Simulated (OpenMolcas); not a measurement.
# Re³⁺ among point charges: CASSCF and CASPT2 levels and susceptibility

Aim: the splitting of the states of Re³⁺ in the field of 6 point charges, its lowest levels with spin-orbit coupling and its magnetic susceptibility.

Method: state-averaged CASSCF and CASPT2, spin-orbit coupling by RASSI with atomic mean-field integrals. Code: OpenMolcas 26.06.

### Step 1. The atom as given

```
Species                           : Re³⁺ (rhenium, Z = 75, 72 electrons)
Basis                             : ANO-RCC-VDZP [7s6p4d2f1g], 68 functions
Scalar Hamiltonian                : DKH2, point nucleus
Inactive shells                   : 1s 2s 2p 3s 3p 3d 4s 4p 4d 4f 5s 5p
Active space                      : 4 electrons in 5 orbitals (5d)
Some configurations of this space : 5d⁴
Orbitals                          : optimised for each spin and parity, averaged over all roots
```

Outer shells as boxes (Hund's rule):

5d4
```
5d [↑ ][↑ ][↑ ][↑ ][  ]
```

The ion sits among 6 point charges of -1 e arranged as an octahedron (Oh), 2.45 Å from the ion.

Each step is its own input file, run in one work folder so that later steps find the files of earlier ones. Labels, J, g values, rates, χT and fits are worked out afterwards by a script from the matrices that RASSI stores. The input lists half of the charges; inversion (Group=XYZ) makes the rest.

### Step 2. Basis and integrals

a.inp

```
&GATEWAY
Coord
1

Re 0.0 0.0 0.0
Basis=ANO-RCC-VDZP
Group=XYZ
NoMove
AngMom=0.0 0.0 0.0
AMFI
XField
3 Angstrom 0
2.450000 0.000000 0.000000 -1.000000
0.000000 2.450000 0.000000 -1.000000
0.000000 0.000000 2.450000 -1.000000
&SEWARD
```

Launch:

```bash
$ OMP_NUM_THREADS=1 MOLCAS_MEM=1689 MOLCAS_PROJECT=a pymolcas a.inp > a.log
```

### Step 3. CASSCF: quintets of even parity, 5 roots

a.inp

```
&RASSCF
FileOrb=start.orb
Symmetry=1
Spin=5
nActEl=4 0 0
Inactive=15 19
Ras2=5 0
CIRoot=5 5 1
SDav=5
CIMx=300
Iter=120 100
PrWF=0.3
OrbListing=Nothing
MaxOrb=0
>>> COPY $Project.JobIph JOB001
```

start.orb holds the contracted functions of the basis, ordered by shell, or the orbitals of the step before.

### Step 4. CASSCF: triplets of even parity, 45 roots

a.inp

```
&RASSCF
FileOrb=start.orb
Symmetry=1
Spin=3
nActEl=4 0 0
Inactive=15 19
Ras2=5 0
CIRoot=45 45 1
SDav=45
CIMx=300
Iter=120 100
PrWF=0.3
OrbListing=Nothing
MaxOrb=0
>>> COPY $Project.JobIph JOB002
```

### Step 5. Reference wave functions, singlets of even parity, 50 roots

a.inp

```
&RASSCF
FileOrb=start.orb
Symmetry=1
Spin=1
nActEl=4 0 0
Inactive=15 19
Ras2=5 0
CIRoot=50 50 1
SDav=50
CIMx=300
Iter=120 100
PrWF=0.3
OrbListing=Nothing
MaxOrb=0
>>> COPY $Project.JobIph JOB003
```

### Step 6. RASSI: spin-orbit coupling between the states

a.inp

```
&RASSI
NrOfJobIphs=3 5 45 50
1 2 3 4 5
1 2 3 4 5 6 7 8 9 10 11 12 13 14 15 16 17 18 19 20 21 22 23 24 25 26 27
28 29 30 31 32 33 34 35 36 37 38 39 40 41 42 43 44 45
1 2 3 4 5 6 7 8 9 10 11 12 13 14 15 16 17 18 19 20 21 22 23 24 25 26 27
28 29 30 31 32 33 34 35 36 37 38 39 40 41 42 43 44 45 46 47 48 49 50
IphNames
JOB001
JOB002
JOB003
EJob
SpinOrbit
DIPRint=1.0
SOCoupling=1000.0
Subsets=2
Property=9
'ANGMOM' 1 'ANGMOM' 2 'ANGMOM' 3 'MLTPL  1' 1 'MLTPL  1' 2 'MLTPL  1' 3
'AMFI' 1 'AMFI' 2 'AMFI' 3
SOProperty=3
'ANGMOM' 1 'ANGMOM' 2 'ANGMOM' 3
```

### Step 7. CASPT2: IPEA 0.25, imaginary shift 0.1 (closed shells correlated: 5s 5p)

a.inp

```
>>> COPY JOB001 $Project.JobIph
&CASPT2
Multistate=5 1 2 3 4 5
NoMult
Frozen=14 16
IPEA=0.25
Imaginary=0.1
MaxIter=60
WThr=0.0 0.3 0.05
PrWF=0.5
NoMix
>>> COPY JOB002 $Project.JobIph
&CASPT2
Multistate=45 1 2 3 4 5 6 7 8 9 10 11 12 13 14 15 16 17 18 19 20 21 22
23 24 25 26 27 28 29 30 31 32 33 34 35 36 37 38 39 40 41 42 43 44 45
NoMult
Frozen=14 16
IPEA=0.25
Imaginary=0.1
MaxIter=60
WThr=0.0 0.3 0.05
PrWF=0.5
NoMix
>>> COPY JOB003 $Project.JobIph
&CASPT2
Multistate=50 1 2 3 4 5 6 7 8 9 10 11 12 13 14 15 16 17 18 19 20 21 22
23 24 25 26 27 28 29 30 31 32 33 34 35 36 37 38 39 40 41 42 43 44 45 46
47 48 49 50
NoMult
Frozen=14 16
IPEA=0.25
Imaginary=0.1
MaxIter=60
WThr=0.0 0.3 0.05
PrWF=0.5
NoMix
```

(Steps that only read results are left out.)

Q: Predict the outcome of this session. Wanted: spin-free ground state; first state of the same spin within the active space; lowest level; next level.

The runs gave:

| quantity | value |
| --- | --- |
| method | SS-CASPT2, IPEA 0.25, imaginary shift 0.1 (closed shells correlated: 5s 5p) |
| spin-free ground state | 5E, 2-fold in its orbital part |
| first state of the same spin within the active space | 5T2 at 3450 cm⁻¹ |
| lowest level | 1-fold A1 |
| next level | 3275.7 cm⁻¹ |
| χT at 300 K | 0.09 cm³ K/mol |
| effective moment at 300 K | 0.83 μB |

Cost by method:

```csv
method,time of its own steps,time with the reference
A. CASSCF,27 s,27 s
"B. SS-CASPT2, IPEA 0.25, imaginary shift 0.1, +5s 5p",11 s,38 s
```

Times are of one thread on a shared host.

**Reading.** The spin-free ground state (5E) comes to 100 % from free-ion D terms and keeps the highest spin of the shell. χT at 300 K is 0.09, against 3.01 cm³ K/mol for the spin alone, so spin-orbit coupling lowers it. An active space of the d shell alone favours high spin; real ions in strong fields can be low spin. A ligand-field fit to the states below 45000 cm-1 gives 10Dq = 3411 cm-1, B = 653 cm-1 and C = 2992 cm-1 (C/B = 4.58), with a deviation of 590 cm-1. CASPT2 does not keep the components of a term degenerate, and the means are used. An orbital doublet at a regular site is open to a Jahn-Teller distortion, which this geometry leaves out. The field of point charges can differ much from that of real complexes. With metal d orbitals alone active, the gaps between spin states are rough; where two lie within a few thousand cm-1, their order is open. Point charges carry no covalency, so the field is a model and not that of real ligands.
